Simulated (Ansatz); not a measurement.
# La4HfO: from a guess to a relaxed structure, part 2 of 2

Aim: relax a trial structure of La4HfO and see where it ends.

Ansatz 0.2.0; DFT PBE, scalar-relativistic, plane waves, PAW. The steps go on from the part before.

## (4) Relaxation on the finer mesh

The end of the coarse run is made exact in the group found at a tolerance of 0.06 Å and reduced to its primitive cell.

input.yaml reads:

```yaml
crystal:
  lattice:
    - [0.0, 4.4800895463, 4.4800895463]
    - [4.4800895463, 0.0, 4.4800895463]
    - [4.4800895463, 4.4800895463, 0.0]
  atoms:
    - { symbol: La, position: [0.6245379103, 0.6245379103, 0.1263862692] }
    - { symbol: La, position: [0.6245379103, 0.1263862692, 0.6245379103] }
    - { symbol: La, position: [0.1263862692, 0.6245379103, 0.6245379103] }
    - { symbol: La, position: [0.6245379103, 0.6245379103, 0.6245379103] }
    - { symbol: Hf, position: [0.25, 0.25, 0.25] }
    - { symbol: O, position: [0.0, 0.0, 0.0] }
basis:
  ecutwfc: 420
kpoints:
  mp_grid: { grid: [8, 8, 8] }
hamiltonian:
  xc: pbe
scf:
  occupations: { method: gaussian, width: 0.1 }
output:
  forces: true
  stress: true
  eigenvalues: true
relax:
  adjacent_minimum: "off"
  f_tol: 0.01
  max_steps: 80
  cell: { stress_tol: 0.05 }
```

Run with:

```
> ansatz run input.yaml --threads 1 --pin off --max-ram 2560MiB --backend cpu --events-out ev --progress --plain --runs-dir out
```

The log of the run:

```text
Warning: RAYON_NUM_THREADS=1 ignored (pool sized by the plan → 1); use --threads N
Engine: ansatz 0.2.0, x86_64-unknown-linux-gnu
Pseudopotentials: kind: paw
Pseudopotential: La, paw, valence charge 11, recommended cutoff 420 eV (normal), La.paw.azcp
Pseudopotential: Hf, paw, valence charge 26, recommended cutoff 420 eV (normal), Hf.paw.azcp
Pseudopotential: O, paw, valence charge 6, recommended cutoff 420 eV (normal), O.paw.azcp
Functional definition: PBE
  parameter kappa = 0.804
  parameter beta = 0.06672455060314922
  exchange = pbe_x(kappa = kappa, mu = beta*pi^2/3)
  correlation = pbe_c(beta = beta)
Crystal: 6 atoms, lattice volume = 179.842 Å³
Basis set: ecut = 420 eV, 3527 PW (Γ), exchange–correlation on 90×90×90 points (8 copies of the dense FFT grid, shifted against one another)
Bands: 46, of which v1, the nominal top of the filled ones, is band 38 counted from 1 (37 counted from 0)
Symmetry: 24 space group operations
Space group: F-43m (ITA 216), of the structure as read, at distance tolerance 5.6e-5 Å
k-points: 29 of 512 (time reversal used)
Non-local potential: La, projectors of the file, l = 0: 3, l = 1: 2, l = 2: 2, l = 3: 3
Non-local potential: Hf, projectors of the file, l = 0: 3, l = 1: 2, l = 2: 2, l = 3: 3
Non-local potential: O, projectors of the file, l = 0: 2, l = 1: 2, l = 2: 1
PAW form: soft (Blöchl's): semilocal exchange-correlation on the pseudo side does not see the compensation charge
PAW one-centre angular grid: La, 590 points (default); XC on 64 Gauss nodes
PAW one-centre angular grid: Hf, 590 points (default); XC on 64 Gauss nodes
PAW one-centre angular grid: O, 110 points (default); XC on 64 Gauss nodes
Initial density: superposition of atomic densities (neutral atoms: chi_scale 0, normalization atom), corrected by the library's trained network
Initial wavefunctions: pseudopotential atomic-orbital guess
Functional: x = pbe(κ = 0.804, μ = 0.2195149727645171), c = pbe(β = 0.06672455060314922)
SCF iter   1: F=—  HF=-41282.441267 eV  |F-HF|=—  |Δ(HF+E_count)|=         —  Δρ=1.33e-2  dr2=6.62e-1  ethr=1.77e-3  ⟨swp⟩=5.9  Hψ=5478  notcnv=0
preconditioner: auto → Kerker (q_TF=auto, 2.363 Å⁻¹)  [metal: Δε(μ)=0.012 eV  Ē_g=11.204 eV  σ=0.100 eV  W_gap=0.07  n_scr=50 (ndim 8)  ℏωp=21.4 eV  f_vac=0.000  D(μ)=11.01/eV (n_scr^D=112)]
SCF iter   2: F=—  HF=-41282.389922 eV  |F-HF|=—  |Δ(HF+E_count)|=   5.13e-2  Δρ=4.09e-3  dr2=7.17e-2  ethr=8.71e-4  ⟨swp⟩=2.0  Hψ=1859  notcnv=0  defer=21
SCF iter   3: F=—  HF=-41282.384264 eV  |F-HF|=—  |Δ(HF+E_count)|=   5.66e-3  Δρ=1.68e-3  dr2=5.44e-3  ethr=9.44e-5  ⟨swp⟩=2.0  Hψ=1505  notcnv=0  defer=21
SCF iter   4: F=—  HF=-41282.385363 eV  |F-HF|=—  |Δ(HF+E_count)|=   1.10e-3  Δρ=6.83e-4  dr2=1.18e-3  ethr=7.16e-6  ⟨swp⟩=2.0  Hψ=2384  notcnv=0  defer=21
SCF iter   5: F=—  HF=-41282.384573 eV  |F-HF|=—  |Δ(HF+E_count)|=   7.89e-4  Δρ=2.77e-4  dr2=1.50e-4  ethr=1.56e-6  ⟨swp⟩=2.0  Hψ=2404  notcnv=0  defer=21
SCF iter   6: F=—  HF=-41282.384643 eV  |F-HF|=—  |Δ(HF+E_count)|=   6.98e-5  Δρ=9.47e-5  dr2=1.97e-5  ethr=1.97e-7  ⟨swp⟩=2.0  Hψ=1728  notcnv=0  defer=21
SCF iter   7: F=—  HF=-41282.384732 eV  |F-HF|=—  |Δ(HF+E_count)|=   8.88e-5  Δρ=2.43e-5  dr2=1.42e-6  ethr=2.59e-8  ⟨swp⟩=2.0  Hψ=2289  notcnv=0  defer=29
SCF iter   8: F=—  HF=-41282.384732 eV  |F-HF|=—  |Δ(HF+E_count)|=   4.63e-7  Δρ=7.15e-6  dr2=1.42e-7  ethr=1.87e-9  ⟨swp⟩=2.1  Hψ=1709  notcnv=0  defer=29
SCF iter   9: F=-41282.384732 eV  HF=-41282.384732 eV  |F-HF|=6.16e-9  |Δ(HF+E_count)|=   4.60e-8  Δρ=2.10e-6  dr2=9.98e-9  ethr=1.32e-10  ⟨swp⟩=12.1  Hψ=5919  notcnv=0
SCF 1 converged in 9 iterations: F = -41282.384732 eV  dr2 = 9.98e-9
relax step   1: F+E_penalty+E_count = -41282.38473234 eV  Δ(F+E_penalty+E_count) = +0.000e0 eV  max|allowed force component| = 8.882e-2 eV/Å  Δτ_max = 0.0000 Å  P = -0.352 GPa  Ω = 179.842 Å³  (9 SCF iters, dr2 threshold 1.00e-7 eV, accepted)
Crystal: 6 atoms, lattice volume = 177.967 Å³
Basis set: ecut = 420 eV, 3479 PW (Γ), exchange–correlation on 90×90×90 points (8 copies of the dense FFT grid, shifted against one another)
Initial density: handed on by an earlier stage of this run
Initial wavefunctions: those handed on with the density
iter 1 solved again at ethr=2.59e-4 eV; its pass at ethr=3.10e-3 eV (dr2=1.97e-1 eV) is discarded
SCF iter   1: F=—  HF=-41282.424584 eV  |F-HF|=—  |Δ(HF+E_count)|=         —  Δρ=5.93e-3  dr2=2.02e-1  ethr=2.59e-4  ⟨swp⟩=1.1  Hψ=5930  notcnv=0
preconditioner: auto → Kerker (q_TF=auto, 2.368 Å⁻¹)  [metal: Δε(μ)=0.026 eV  Ē_g=11.183 eV  σ=0.100 eV  W_gap=0.15  n_scr=50 (ndim 8)  ℏωp=21.6 eV  f_vac=0.000  D(μ)=10.40/eV (n_scr^D=112)]
SCF iter   2: F=—  HF=-41282.399936 eV  |F-HF|=—  |Δ(HF+E_count)|=   2.46e-2  Δρ=2.60e-3  dr2=4.97e-2  ethr=2.59e-4  ⟨swp⟩=1.4  Hψ=1359  notcnv=0
SCF iter   3: F=—  HF=-41282.392174 eV  |F-HF|=—  |Δ(HF+E_count)|=   7.76e-3  Δρ=4.46e-4  dr2=7.85e-4  ethr=6.53e-5  ⟨swp⟩=2.0  Hψ=1919  notcnv=0  defer=2
SCF iter   4: F=—  HF=-41282.392112 eV  |F-HF|=—  |Δ(HF+E_count)|=   6.28e-5  Δρ=1.95e-4  dr2=1.96e-4  ethr=1.03e-6  ⟨swp⟩=2.1  Hψ=2250  notcnv=0  defer=2
SCF iter   5: F=—  HF=-41282.392168 eV  |F-HF|=—  |Δ(HF+E_count)|=   5.65e-5  Δρ=1.22e-4  dr2=5.78e-5  ethr=2.58e-7  ⟨swp⟩=2.0  Hψ=2436  notcnv=0  defer=2
SCF iter   6: F=—  HF=-41282.392131 eV  |F-HF|=—  |Δ(HF+E_count)|=   3.70e-5  Δρ=5.81e-5  dr2=1.05e-5  ethr=7.60e-8  ⟨swp⟩=2.0  Hψ=2438  notcnv=0  defer=2
SCF iter   7: F=—  HF=-41282.392131 eV  |F-HF|=—  |Δ(HF+E_count)|=   1.14e-7  Δρ=1.75e-5  dr2=9.28e-7  ethr=1.38e-8  ⟨swp⟩=2.0  Hψ=1974  notcnv=0  defer=2
SCF iter   8: F=-41282.392131 eV  HF=-41282.392131 eV  |F-HF|=2.66e-8  |Δ(HF+E_count)|=   1.70e-8  Δρ=4.59e-6  dr2=6.69e-8  ethr=6.49e-10  ⟨swp⟩=9.3  Hψ=6484  notcnv=0
SCF 2 converged in 8 iterations: F = -41282.392131 eV  dr2 = 6.69e-8
relax step   2: F+E_penalty+E_count = -41282.39213100 eV  Δ(F+E_penalty+E_count) = -7.399e-3 eV  max|allowed force component| = 2.188e-2 eV/Å  Δτ_max = 0.0198 Å  P = +0.052 GPa  Ω = 177.967 Å³  energy of the carried Pulay correction = +8.474e-4 eV  (8 SCF iters, dr2 threshold 4.93e-7 eV, accepted)
Crystal: 6 atoms, lattice volume = 178.192 Å³
iter 1 solved again at ethr=7.81e-6 eV; its pass at ethr=3.10e-3 eV (dr2=5.93e-3 eV) is discarded
SCF iter   1: F=—  HF=-41282.393412 eV  |F-HF|=—  |Δ(HF+E_count)|=         —  Δρ=9.46e-4  dr2=6.15e-3  ethr=7.81e-6  ⟨swp⟩=1.3  Hψ=5508  notcnv=0
preconditioner: auto → Kerker (q_TF=auto, 2.367 Å⁻¹)  [metal: Δε(μ)=0.020 eV  Ē_g=11.187 eV  σ=0.100 eV  W_gap=0.11  n_scr=50 (ndim 8)  ℏωp=21.5 eV  f_vac=0.000  D(μ)=10.53/eV (n_scr^D=112)]
SCF iter   2: F=—  HF=-41282.392559 eV  |F-HF|=—  |Δ(HF+E_count)|=   8.53e-4  Δρ=4.53e-4  dr2=1.63e-3  ethr=7.81e-6  ⟨swp⟩=1.9  Hψ=1405  notcnv=0
SCF iter   3: F=—  HF=-41282.392282 eV  |F-HF|=—  |Δ(HF+E_count)|=   2.77e-4  Δρ=8.01e-5  dr2=1.76e-5  ethr=2.14e-6  ⟨swp⟩=2.1  Hψ=1943  notcnv=0
SCF iter   4: F=—  HF=-41282.392346 eV  |F-HF|=—  |Δ(HF+E_count)|=   6.47e-5  Δρ=3.28e-5  dr2=4.97e-6  ethr=2.32e-8  ⟨swp⟩=2.0  Hψ=2304  notcnv=0
SCF iter   5: F=—  HF=-41282.392346 eV  |F-HF|=—  |Δ(HF+E_count)|=   8.54e-7  Δρ=2.00e-5  dr2=1.71e-6  ethr=6.54e-9  ⟨swp⟩=2.0  Hψ=2434  notcnv=0
SCF iter   6: F=—  HF=-41282.392345 eV  |F-HF|=—  |Δ(HF+E_count)|=   8.62e-7  Δρ=8.81e-6  dr2=2.69e-7  ethr=2.25e-9  ⟨swp⟩=2.0  Hψ=2440  notcnv=0
SCF iter   7: F=-41282.392345 eV  HF=-41282.392345 eV  |F-HF|=1.46e-8  |Δ(HF+E_count)|=   7.23e-9  Δρ=2.73e-6  dr2=2.70e-8  ethr=3.94e-11  ⟨swp⟩=4.8  Hψ=6497  notcnv=0
SCF 3 converged in 7 iterations: F = -41282.392345 eV  dr2 = 2.70e-8
relax step   3: F+E_penalty+E_count = -41282.39234467 eV  Δ(F+E_penalty+E_count) = -2.137e-4 eV  max|allowed force component| = 1.167e-3 eV/Å  Δτ_max = 0.0040 Å  P = -0.003 GPa  Ω = 178.192 Å³  energy of the carried Pulay correction = +7.455e-4 eV  (7 SCF iters, dr2 threshold 2.99e-8 eV, accepted)
Initial wavefunctions: pseudopotential atomic-orbital guess (no wavefunctions were taken with the density)
iter 1 solved again at ethr=1.44e-6 eV; its pass at ethr=3.10e-3 eV (dr2=1.09e-3 eV) is discarded
SCF iter   1: F=—  HF=-41282.391567 eV  |F-HF|=—  |Δ(HF+E_count)|=         —  Δρ=2.62e-5  dr2=3.11e-7  ethr=1.44e-6  ⟨swp⟩=3.5  Hψ=9219  notcnv=0
eigensolver tolerance schedule: the retry pair's looser diagonalisation over-reported the residual by 3511.53 of it (diagonalisation noise at an unbounded share of the residual, at the tolerance the schedule requests for it); recorded, not acted on — ethr = c·dr2/N_el stays at c = 1.0e-1
preconditioner: auto → Kerker (q_TF=auto, 2.367 Å⁻¹)  [metal: Δε(μ)=0.018 eV  Ē_g=11.186 eV  σ=0.100 eV  W_gap=0.10  n_scr=50 (ndim 8)  ℏωp=21.5 eV  f_vac=0.000  D(μ)=10.51/eV (n_scr^D=112)]
SCF iter   2: F=—  HF=-41282.391640 eV  |F-HF|=—  |Δ(HF+E_count)|=   7.23e-5  Δρ=1.26e-5  dr2=6.27e-8  ethr=4.09e-10  ⟨swp⟩=3.1  Hψ=3456  notcnv=0
SCF iter   3: F=—  HF=-41282.391640 eV  |F-HF|=—  |Δ(HF+E_count)|=   1.03e-7  Δρ=3.27e-6  dr2=1.49e-8  ethr=8.25e-11  ⟨swp⟩=2.0  Hψ=2083  notcnv=0
SCF iter   4: F=—  HF=-41282.391640 eV  |F-HF|=—  |Δ(HF+E_count)|=   2.67e-9  Δρ=1.60e-6  dr2=4.02e-9  ethr=1.96e-11  ⟨swp⟩=2.0  Hψ=1997  notcnv=0
SCF iter   5: F=—  HF=-41282.391640 eV  |F-HF|=—  |Δ(HF+E_count)|=   1.51e-9  Δρ=5.43e-7  dr2=4.92e-10  ethr=5.29e-12  ⟨swp⟩=2.8  Hψ=2407  notcnv=0
SCF iter   6: F=—  HF=-41282.391640 eV  |F-HF|=—  |Δ(HF+E_count)|=  2.91e-11  Δρ=2.18e-7  dr2=1.26e-10  ethr=1.00e-12  ⟨swp⟩=1.9  Hψ=1525  notcnv=0
SCF iter   7: F=-41282.391640 eV  HF=-41282.391640 eV  |F-HF|=2.18e-11  |Δ(HF+E_count)|=  1.46e-11  Δρ=6.38e-8  dr2=1.24e-11  ethr=1.00e-12  ⟨swp⟩=6.8  Hψ=5348  notcnv=0
SCF 4 converged in 7 iterations: F = -41282.391640 eV  dr2 = 1.24e-11
relax step   4: F+E_penalty+E_count = -41282.39163985 eV  Δ(F+E_penalty+E_count) = +7.048e-4 eV  max|allowed force component| = 1.045e-3 eV/Å  Δτ_max = 0.0000 Å  P = -0.009 GPa  Ω = 178.192 Å³  stress off target by 9.48e-3 GPa  SCF on the basis re-selected at this cell (its energy is not comparable with the rows above)  (7 SCF iters)
basis re-selected at this cell: Δ(F+E_penalty+E_count) = +7.048e-4 eV, ΔP = -0.006 GPa vs the last step (what re-selecting the basis moved, of the pressure what is left beyond the Pulay correction that the steps carried, after the strain that the cell walked since its last selection, with what the two solves' SCF thresholds leave and, on support functions, any second-order correction that the steps lacked; it is no measure of the basis error at this ecutwfc). This SCF's stress stands 9.48e-3 GPa from its target on what of the cell is left free (relax.cell.stress_tol is 5.00e-2 GPa) and its largest allowed force component is 1.04e-3 eV/Å (relax.f_tol is 1.00e-2 eV/Å): within both
SCF converged after 7 iterations
Free energy (F): -41282.391640 eV
Harris-Foulkes:  -41282.391640 eV  (|F-HF|=2.18e-11)
Internal energy: -41282.339068 eV  (E = F + TS)
E sigma→0 (E₀):  -41282.365354 eV
Entropy (-TS):   -0.052572 eV (-8.762 meV/atom)
Fermi energy:    11.500323 eV
--- Per-component energies (eV) ---
  E_band       = -322.462046
  E_kinetic    = 1377.056588
  E_local      = -8875.673618  (includes V_loc(G=0)·N_el)
  E_nonlocal   = -814.980431
  E_hartree    = 3902.309019
  E_xc         = -932.361109
  E_vxc        = -952.403976  (∫ρ·V_xc dr)
  E_paw        = -28748.467550  (= ΣΔE_a)
  E_vpaw       = 1138.919323  (= ΣTr[D̂ρ^β])
  E_aug_tail   = 0.002236  (compensation charges beyond the density's cutoff)
  E_ewald      = -7190.224204
  E_smearing   = -0.052572  (= −TS)
  E_closure    = 0.000000  (closes the sum)
  Σ components = -41282.391640   (vs F -41282.391640, Δ=0.00e0)
--- Forces (eV/Å), atoms counted from 1 ---
  atom   1  La     0.00104468     0.00104468    -0.00104468
  atom   2  La     0.00104468    -0.00104468     0.00104468
  atom   3  La    -0.00104468     0.00104468     0.00104468
  atom   4  La    -0.00104468    -0.00104468    -0.00104468
  atom   5  Hf     0.00000000     0.00000000     0.00000000
  atom   6  O      0.00000000     0.00000000     0.00000000
  max |Σ_I F_I| component: 3.33e-17 eV/Å
--- Stress (GPa, compression-positive) ---
       -0.009475      -0.000000      -0.000000
       -0.000000      -0.009475      -0.000000
       -0.000000      -0.000000      -0.009475
  P = ⅓ Tr σ = -0.0095 GPa (-0.095 kbar)
--- Band table (eV; the first three rows and the last of 29) ---
  k-point 0: bands = ["-51.2240", "-21.4640", "-20.6776", "-20.6776", "-20.6776", "-19.8112", "-19.8112", "-19.8112", "-7.4753", "-5.8250", "-5.8250", "-5.8250", "-5.2389", "-5.2389", "-4.2462", "-3.7063", "-3.7063", "-3.7063", "-3.2695", "-3.2695", "-3.2695", "-1.2141", "-1.2059", "-1.2059", "-1.2059", "-1.1994", "-1.1994", "-1.1994", "7.9981", "8.9711", "9.2989", "9.2989", "9.2989", "10.2238", "10.2238", "10.2238", "11.2568", "11.2568", "11.6375", "11.6375", "11.6375", "12.6101", "12.6101", "12.8275", "12.9311", "12.9311"]
  k-point 1: bands = ["-51.2240", "-21.4445", "-20.7028", "-20.6779", "-20.6779", "-19.8112", "-19.8112", "-19.8107", "-7.3942", "-5.8050", "-5.7849", "-5.7849", "-5.2190", "-5.2190", "-4.2457", "-3.7738", "-3.7738", "-3.7060", "-3.4388", "-3.2910", "-3.2910", "-1.2141", "-1.2059", "-1.2059", "-1.2059", "-1.1994", "-1.1993", "-1.1993", "8.0374", "9.0777", "9.3574", "9.3574", "9.4999", "10.2876", "10.3218", "10.3218", "11.3172", "11.3172", "11.4898", "11.6152", "11.6152", "12.5979", "12.5979", "12.6392", "12.9156", "12.9156"]
  k-point 2: bands = ["-51.2240", "-21.3912", "-20.7697", "-20.6786", "-20.6786", "-19.8112", "-19.8112", "-19.8095", "-7.1842", "-5.7243", "-5.6896", "-5.6896", "-5.1407", "-5.1407", "-4.2548", "-3.9820", "-3.9820", "-3.8767", "-3.7052", "-3.3252", "-3.3252", "-1.2141", "-1.2060", "-1.2060", "-1.2060", "-1.1993", "-1.1991", "-1.1991", "8.1573", "9.3275", "9.5071", "9.5071", "10.0073", "10.3052", "10.5488", "10.5488", "11.3339", "11.3339", "11.4004", "11.7444", "11.7444", "12.3077", "12.5105", "12.5105", "12.9250", "12.9250"]
  k-point 28: bands = ["-51.2240", "-21.1339", "-21.0558", "-20.6828", "-20.6813", "-19.8102", "-19.8097", "-19.8082", "-6.1819", "-6.0427", "-5.3639", "-5.3226", "-4.8852", "-4.7753", "-4.7260", "-4.6997", "-4.1985", "-4.0785", "-4.0776", "-3.6732", "-3.6675", "-1.2141", "-1.2063", "-1.2062", "-1.2058", "-1.1991", "-1.1989", "-1.1988", "8.9694", "9.4836", "9.7246", "10.0078", "10.7591", "10.8668", "10.8685", "11.2056", "11.3462", "11.3839", "11.5933", "11.7165", "11.9533", "12.2425", "12.5235", "12.7634", "12.8388", "12.8517"]
--- Relaxed structure (3 steps of the walk, 3 accepted, 1 SCFs on fresh bases) ---
  F+E_penalty+E_count = -41282.39163985 eV   max|allowed force component| = 1.045e-3 eV/Å   (the final SCF, on the basis selected at the relaxed cell)
  cell:  # Å, volume = 178.1916 Å³
    - [1.4521810293752432e-33, 4.46634633718462, 4.46634633718462]
    - [4.46634633718462, 2.3820864253786885e-33, 4.46634633718462]
    - [4.46634633718462, 4.46634633718462, 3.4266376921222844e-33]
  atoms:
    - { symbol: La, position: [0.6235158980112975, 0.6235158980112975, 0.1294523059661079] }
    - { symbol: La, position: [0.6235158980112975, 0.1294523059661079, 0.6235158980112976] }
    - { symbol: La, position: [0.1294523059661079, 0.6235158980112975, 0.6235158980112976] }
    - { symbol: La, position: [0.6235158980112975, 0.6235158980112975, 0.6235158980112975] }
    - { symbol: Hf, position: [0.25, 0.25, 0.25] }
    - { symbol: O, position: [-8.066822441525035e-21, -1.21002291386432e-19, 2.500713922896925e-19] }
```

Run time: 46 s. Hardware: 1 thread of AMD EPYC 9R45 (Zen 5), shared host; peak memory 0.58 GiB.

The steps of the relaxation:

| step | E - E(step 1) (eV/cell) | largest force component (eV/Å) | pressure (GPa) | volume (Å³) |
| --- | --- | --- | --- | --- |
| 1 | 0.0000 | 0.0888 | -0.35 | 179.84 |
| 2 | -0.0074 | 0.0219 | 0.05 | 177.97 |
| 3 | -0.0076 | 0.0012 | 0.00 | 178.19 |
| 4 | -0.0069 | 0.0010 | -0.01 | 178.19 |

Step 1 is the start. Step 4 repeats the geometry before it on a plane-wave basis chosen anew for that cell, so its energy need not be comparable with the rows above.

Lengths and angles in the start's conventional setting:

|  | before | after | change |
| --- | --- | --- | --- |
| a (Å) | 8.960 | 8.933 | -0.3 % |
| b (Å) | 8.960 | 8.933 | -0.3 % |
| c (Å) | 8.960 | 8.933 | -0.3 % |
| volume (Å³/atom) | 29.97 | 29.70 | -0.9 % |
| shortest distance (Å) | 3.156 | 3.121 | -1.1 % |
| space group (0.01 Å) | F-43m | F-43m | same |

The run keeps the 24 symmetry operations of the start, so it could not have lowered the symmetry.

## (5) What came out

This closing draws on all 2 parts. Changes of volume or cell count from the first structure of part 1.

```
                                                              quantity                                                                      value
                                symmetry at the end (tolerance 0.05 Å)                                                space group F-43m (No. 216)
                                                     conventional cell  a = 8.933 Å, b = 8.933 Å, c = 8.933 Å, α = 90.00°, β = 90.00°, γ = 90.00°
                                                                volume                                                              29.70 Å³/atom
energy over the elements (uncorrected; H, N, O, F and Cl as molecules)                                                              +0.72 eV/atom
                                                       gap on the mesh                                                               none (metal)
```

What this shows: The space group F-43m (No. 216) is kept, and the volume per atom grows by 12.6 % from the first guess. With a positive formation energy it can't be a ground state. No finished test with a distortion of lower symmetry is shown, so the end may be a saddle point. The runs treat Hf, La without spin-orbit coupling.
